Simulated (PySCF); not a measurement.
# C2H9NSi2 (SMILES C=C[SiH2][SiH2]N): levels of theory compared

Aim: a comparison of 6 runs (HF/def2-SVP, B3LYP/6-31G*, B2PLYP/def2-SVP, PBE0/def2-SVP, PBE0/6-311+G**, CCSD/6-31G**) of C2H9NSi2. The job is set up through a Python script.

Program for the calculation: PySCF 2.14.0.

### 1 The structure to begin with

The species is C2H9NSi2 (14 atoms), meant as a singlet with charge 0. As SMILES, `C=C[SiH2][SiH2]N`. The shape is that of a GFN2-xTB optimisation. This is one conformer, not always the lowest.

Bond lengths: C1–C2 1.324 Å, C2–Si3 1.891 Å, Si3–Si4 2.320 Å, Si4–N5 1.731 Å, C1–H6 1.079 Å, C1–H7 1.080 Å, C2–H8 1.084 Å, Si3–H9 1.476 Å, Si3–H10 1.472 Å, Si4–H11 1.467 Å, Si4–H12 1.468 Å, N5–H13 1.008 Å, N5–H14 1.007 Å. Some angles: C1–C2–Si3 123.8°, C2–Si3–Si4 110.9°, Si3–Si4–N5 116.3°, C1–C2–H8 118.0°, Si3–C2–H8 118.2°, C2–C1–H6 121.6°, C2–C1–H7 123.0°, C2–Si3–H9 105.2°, C2–Si3–H10 107.3°, Si4–Si3–H9 114.5°.

### 2 Energy and forces at HF/def2-SVP (run 1)

The input, geometry.xyz:

```xyz
14

C     -1.710470     0.695760     1.465260
C     -0.631260     1.321580     1.022060
Si     1.036180     0.475160     0.742490
Si     0.833660    -1.278140    -0.763570
N      0.132570    -0.893910    -2.298970
H     -1.694260    -0.355450     1.708840
H     -2.658290     1.191980     1.615320
H     -0.713670     2.378690     0.795600
H      1.949510     1.550490     0.309610
H      1.531780     0.039100     2.057820
H      2.135920    -1.847830    -1.128040
H     -0.040130    -2.346670    -0.263600
H     -0.833660    -0.607300    -2.324220
H      0.662140    -0.323450    -2.938600
```

The input, calc.py:

```python
# C=C[SiH2][SiH2]N
import pyscf.grad
from pyscf import gto, scf

molecule = gto.M(
    atom='geometry.xyz',
    charge=0,
    verbose=4,
    basis='def2-svp',
    max_memory=1860,
)

mf = scf.RHF(molecule)
mf.conv_tol = 1e-10
mf.kernel()
if not mf.converged:
    mf = mf.newton().run(mf.mo_coeff, mf.mo_occ)

etot = mf.e_tot
print(f'total energy: {etot:.8f} hartree')
grad = mf.Gradients().kernel()
dip = mf.dip_moment()
pop, q = mf.mulliken_pop()
```

Launch:

```sh
OMP_NUM_THREADS=1 python calc.py
```

Standard output:

```text
PySCF version 2.14.0

[... 70 lines left out ...]
converged SCF energy = -712.998531564366
total energy: -712.99853156 hartree
[... 11 lines left out ...]
Dipole moment(X, Y, Z, Debye): -0.87548,  1.14061, -0.37878
[... 138 lines left out ...]
charge of   13H =      0.13824
```

It took 26 s on 1 thread of Intel Xeon at 2.70GHz, shared host; peak memory 0.34 GiB.

### 3 Energy and forces at B3LYP/6-31G(d) (spherical functions) (run 2)

The input, calc.py:

```python
# C=C[SiH2][SiH2]N
import pyscf.grad
from pyscf import gto, dft

mol = gto.Mole()
mol.atom = '''
C   -1.710470   0.695760   1.465260
C   -0.631260   1.321580   1.022060
Si   1.036180   0.475160   0.742490
Si   0.833660  -1.278140  -0.763570
N    0.132570  -0.893910  -2.298970
H   -1.694260  -0.355450   1.708840
H   -2.658290   1.191980   1.615320
H   -0.713670   2.378690   0.795600
H    1.949510   1.550490   0.309610
H    1.531780   0.039100   2.057820
H    2.135920  -1.847830  -1.128040
H   -0.040130  -2.346670  -0.263600
H   -0.833660  -0.607300  -2.324220
H    0.662140  -0.323450  -2.938600
'''
mol.max_memory = 1860
mol.verbose = 4
mol.basis = '6-31g*'
mol.charge = 0
mol.spin = 0
mol.build()

mf = dft.RKS(mol, xc='b3lyp')
mf.grids.level = 5
mf.conv_tol = 1e-10
mf.kernel()
if not mf.converged:
    mf = mf.newton().run(mf.mo_coeff, mf.mo_occ)

etot = mf.e_tot
print('Final energy', etot)
grad = mf.Gradients().kernel()
dip = mf.dip_moment()
pop, q = mf.mulliken_pop()
```

Launch:

```sh
OMP_NUM_THREADS=1 python calc.py
```

Standard output:

```text
PySCF version 2.14.0

[... 82 lines left out ...]
converged SCF energy = -715.346989178885
Final energy -715.3469891788847
[... 12 lines left out ...]
Dipole moment(X, Y, Z, Debye): -0.92397,  1.16616, -0.58143
[... 111 lines left out ...]
charge of   13H =      0.32104
```

Run time: 63 s. Hardware: 1 thread of Intel Xeon at 2.70GHz, shared host; peak memory 0.96 GiB.

Runs 3 to 4 aren't shown in full; the table further down has their settings and results.

### 4 Energy and forces at PBE0/6-311+G(d,p) (run 5)

The input, job.py:

```python
# C=C[SiH2][SiH2]N
import pyscf.grad
from pyscf import gto, dft

mol = gto.M(
    atom='''
C       -1.710470       0.695760       1.465260
C       -0.631260       1.321580       1.022060
Si       1.036180       0.475160       0.742490
Si       0.833660      -1.278140      -0.763570
N        0.132570      -0.893910      -2.298970
H       -1.694260      -0.355450       1.708840
H       -2.658290       1.191980       1.615320
H       -0.713670       2.378690       0.795600
H        1.949510       1.550490       0.309610
H        1.531780       0.039100       2.057820
H        2.135920      -1.847830      -1.128040
H       -0.040130      -2.346670      -0.263600
H       -0.833660      -0.607300      -2.324220
H        0.662140      -0.323450      -2.938600
''',
    verbose=4,
    spin=0,
    max_memory=1860,
    basis='6-311+g**',
)

mf = dft.RKS(mol, xc='pbe0')
mf.grids.level = 5
mf.conv_tol = 1e-10
mf.kernel()
if not mf.converged:
    mf = mf.newton().run(mf.mo_coeff, mf.mo_occ)

e_final = mf.e_tot
print(f'total energy: {e_final:.8f} hartree')
grad = mf.Gradients().kernel()
mf.analyze()
```

Launch:

```sh
OMP_NUM_THREADS=1 python job.py
```

Standard output:

```text
PySCF version 2.14.0

[... 107 lines left out ...]
MO #4   energy= -10.228382389653   occ= 2
[... 21 lines left out ...]
MO #26  energy= -0.322095331336039 occ= 2
[... 21 lines left out ...]
MO #48  energy= 0.135049093835527  occ= 0
[... 21 lines left out ...]
MO #70  energy= 0.429186049238882  occ= 0
[... 21 lines left out ...]
MO #92  energy= 0.844190373758082  occ= 0
[... 21 lines left out ...]
MO #114 energy= 1.46087259192117   occ= 0
[... 21 lines left out ...]
MO #136 energy= 2.11228661727791   occ= 0
[... 21 lines left out ...]
MO #158 energy= 2.95488349201782   occ= 0
[... 21 lines left out ...]
MO #180 energy= 141.377899418602   occ= 0
[... 197 lines left out ...]
Dipole moment(X, Y, Z, Debye): -0.76970,  1.04750, -0.34970
```

Run time: 2.5 min. Hardware: 1 thread of Intel Xeon at 2.70GHz, shared host; peak memory 2.5 GiB.

### 5 A single-point energy at CCSD/6-31G(d,p) (spherical functions) (run 6)

The input, start.xyz:

```xyz
14
C2H9NSi2
C     -1.710470     0.695760     1.465260
C     -0.631260     1.321580     1.022060
Si     1.036180     0.475160     0.742490
Si     0.833660    -1.278140    -0.763570
N      0.132570    -0.893910    -2.298970
H     -1.694260    -0.355450     1.708840
H     -2.658290     1.191980     1.615320
H     -0.713670     2.378690     0.795600
H      1.949510     1.550490     0.309610
H      1.531780     0.039100     2.057820
H      2.135920    -1.847830    -1.128040
H     -0.040130    -2.346670    -0.263600
H     -0.833660    -0.607300    -2.324220
H      0.662140    -0.323450    -2.938600
```

The input, input.py:

```python
from pyscf import gto, cc

system = gto.M(
    atom='start.xyz',
    verbose=4,
    basis='6-31g**',
    max_memory=1860,
)

hf = system.RHF()
hf.conv_tol = 1e-10
hf.kernel()
if not hf.converged:
    hf = hf.newton().run(hf.mo_coeff, hf.mo_occ)

mycc = cc.CCSD(hf, frozen=13)
mycc.kernel()
e_tot = mycc.e_tot
print('E = %.10f Eh' % e_tot)
hf.analyze()
```

Launch:

```sh
OMP_NUM_THREADS=1 python input.py
```

Standard output:

```text
PySCF version 2.14.0

[... 101 lines left out ...]
Total Energy =                        -713.258369865992222
[... 17 lines left out ...]
MO #11  energy= -4.21195183589226  occ= 2
[... 15 lines left out ...]
MO #27  energy= -0.38735784832848  occ= 2
[... 15 lines left out ...]
MO #43  energy= 0.407872059212218  occ= 0
[... 15 lines left out ...]
MO #59  energy= 0.925046359267515  occ= 0
[... 15 lines left out ...]
MO #75  energy= 1.35010905973616   occ= 0
[... 15 lines left out ...]
MO #91  energy= 2.36318967978201   occ= 0
[... 15 lines left out ...]
MO #107 energy= 2.88866019963515   occ= 0
[... 15 lines left out ...]
MO #123 energy= 4.01062928051501   occ= 0
[... 140 lines left out ...]
Dipole moment(X, Y, Z, Debye): -0.85505,  1.24096, -0.32358
```

Run time: 62 s. Hardware: 1 thread of Intel Xeon at 2.70GHz, shared host; peak memory 1.2 GiB.

### 6 The series

| run | level | integration grid | task | energy (Eh) | dipole moment (D) of the reference | HOMO energy (eV) | LUMO energy (eV) | wall time |
| --- | --- | --- | --- | --- | --- | --- | --- | --- |
| 1 | HF/def2-SVP | – | gradient | -712.998532 | 1.49 | -9.67 | 3.13 | 26 s |
| 2 | B3LYP/6-31G* (spherical functions) | 5 | gradient | -715.346989 | 1.60 | -6.40 | -0.38 | 63 s |
| 3 | B2PLYP/def2-SVP | 5 | energy | -714.649775 | 1.48 | -7.85 | 0.96 | 45 s |
| 4 | PBE0/def2-SVP | 5 | gradient | -714.655635 | 1.53 | -6.75 | -0.45 | 89 s |
| 5 | PBE0/6-311+G** | 5 | gradient | -714.993691 | 1.35 | -6.95 | -0.73 | 2.5 min |
| 6 | CCSD/6-31G** (spherical functions) | – | energy | -713.951759 | 1.54 | -9.55 | 3.19 | 62 s |

### 7 Outcome

| quantity | value |
| --- | --- |
| run 6: total energy | -713.95176 Eh |
| run 6: dipole moment (Hartree–Fock density) | 1.54 D |
| run 6: HOMO energy (Hartree–Fock orbitals) | -9.55 eV |
| run 6: LUMO energy (Hartree–Fock orbitals) | 3.19 eV |
| run 6: HOMO–LUMO gap (Hartree–Fock orbitals) | 12.74 eV |
| run 6: correlation energy (13 core orbitals frozen) | -693.4 mEh |
| run 6: T1 diagnostic | 0.011 |

What this shows: Over runs 1, 2, 3, 4, 5 the dipole moment (its size) runs from 1.35 D (PBE0/6-311+G**) to 1.60 D (B3LYP/6-31G*). The two ends differ in method and basis. Over runs 1, 2, 3, 4, 5 the HOMO–LUMO gap runs from 6.03 eV (B3LYP/6-31G*) to 12.80 eV (HF/def2-SVP). Totals of different functionals can't be ranked against each other. All runs together took 7.3 min, the longest 2.5 min.
